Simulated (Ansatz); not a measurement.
# C₂H₇FGeOS: one species, many methods

An exercise on one series of results from a longer session: the logs are not shown, and one member is left open.

Program: Ansatz 0.2.0, Gaussian basis. Level of theory: functionals in def2-TZVPP, the program's frozen cores in correlated methods. These are calculated values, not measurements.

Plan: PBE-D4, r2SCAN-D4, PBE0-D4, B3LYP-D4, ωB97X-V, ωB97M-V, B2PLYP; CCSD(T)/def2-TZVPP; MP2/def2-QZVPP; extrapolation to the limit.

### The relaxed structure

The geometry comes from an earlier relaxation with PBE0-D4 in a triple-zeta def2 set; it is a stationary point, not always the lowest conformer.

SMILES `C[O][GeH]([F])[S]C`, 13 atoms, charge 0, spin multiplicity 1.

Atoms are counted from 1 here; the program's logs count them from 0.

Bond lengths: C1–O2 1.416 Å, C1–H7 1.091 Å, C1–H8 1.094 Å, C1–H9 1.095 Å, O2–Ge3 1.752 Å, Ge3–F4 1.744 Å, Ge3–S5 2.195 Å, Ge3–H10 1.529 Å, S5–C6 1.819 Å, C6–H11 1.088 Å, C6–H12 1.089 Å, C6–H13 1.089 Å. Angles: O2–C1–H7 107.4°, O2–C1–H8 111.3°, O2–C1–H9 112.0°, H7–C1–H8 108.8°, H7–C1–H9 108.6°, H8–C1–H9 108.7°, C1–O2–Ge3 120.9°, O2–Ge3–F4 108.8°, O2–Ge3–S5 110.0°, O2–Ge3–H10 107.5°, F4–Ge3–S5 106.0°, F4–Ge3–H10 106.3°, S5–Ge3–H10 117.9°, Ge3–S5–C6 98.8°, S5–C6–H11 110.9°, S5–C6–H12 106.0°, S5–C6–H13 111.4°, H11–C6–H12 109.3° and more.

Set-up of the first run:

Input file in.yaml:

```yaml
crystal:
  periodic: [false, false, false]
  atoms:
    - {symbol: C, position_ang: [-1.077584, 1.945547, 1.219041]}
    - {symbol: O, position_ang: [-0.184489, 2.030090, 0.123674]}
    - {symbol: Ge, position_ang: [0.289274, 0.595805, -0.763330]}
    - {symbol: F, position_ang: [-1.136671, -0.132297, -1.455705]}
    - {symbol: S, position_ang: [1.122632, -0.898259, 0.612670]}
    - {symbol: C, position_ang: [0.961783, -2.370967, -0.442776]}
    - {symbol: H, position_ang: [-1.111987, 2.930099, 1.688630]}
    - {symbol: H, position_ang: [-2.086154, 1.677229, 0.889576]}
    - {symbol: H, position_ang: [-0.745991, 1.214340, 1.963812]}
    - {symbol: H, position_ang: [1.154665, 1.047076, -1.939759]}
    - {symbol: H, position_ang: [-0.066546, -2.499453, -0.774216]}
    - {symbol: H, position_ang: [1.248700, -3.218722, 0.178309]}
    - {symbol: H, position_ang: [1.632367, -2.320488, -1.299927]}
basis:
  gaussian: {orbitals: def2-TZVPP}
hamiltonian: {xc: pbe, dispersion: d4}
output: {forces: true, orbitals: {seedname: orbitals}}
```

Command:

```console
$ ansatz run in.yaml --threads 2 --pin off --events-out ev --progress --plain --max-ram 32768MiB --backend cuda --devices 0, --max-vram 18GiB
```

Among the steps run: PBE-D4 (GGA); r2SCAN-D4 (meta-GGA); PBE0-D4 (hybrid); B3LYP-D4 (hybrid); ωB97X-V (range-separated); ωB97M-V (range-separated); B2PLYP (double hybrid); CCSD(T) in def2-TZVPP; MP2 in def2-QZVPP.

One table of the session follows, with a row left open; its other results are not shown here.

| method | atomisation energy (eV) |
| --- | --- |
| PBE-D4 | 49.381 |
| r2SCAN-D4 | 48.705 |
| PBE0-D4 | 48.422 |
| B3LYP-D4 | 48.305 |
| ωB97X-V | 48.757 |
| ωB97M-V | 48.568 |
| B2PLYP | 47.916 |
| HF/def2-TZVPP | 34.837 |
| MP2/def2-TZVPP | ? |
| CCSD/def2-TZVPP | 46.682 |
| CCSD(T)/def2-TZVPP | 47.458 |
| MP2/CBS | 49.517 |
| CCSD(T)/CBS | 48.664 |

Q: Estimate the row for MP2/def2-TZVPP from the others.

The run gave: atomisation energy (eV): 48.310. In the column «atomisation energy (eV)» it lies between B3LYP-D4 (48.305) and PBE0-D4 (48.422).
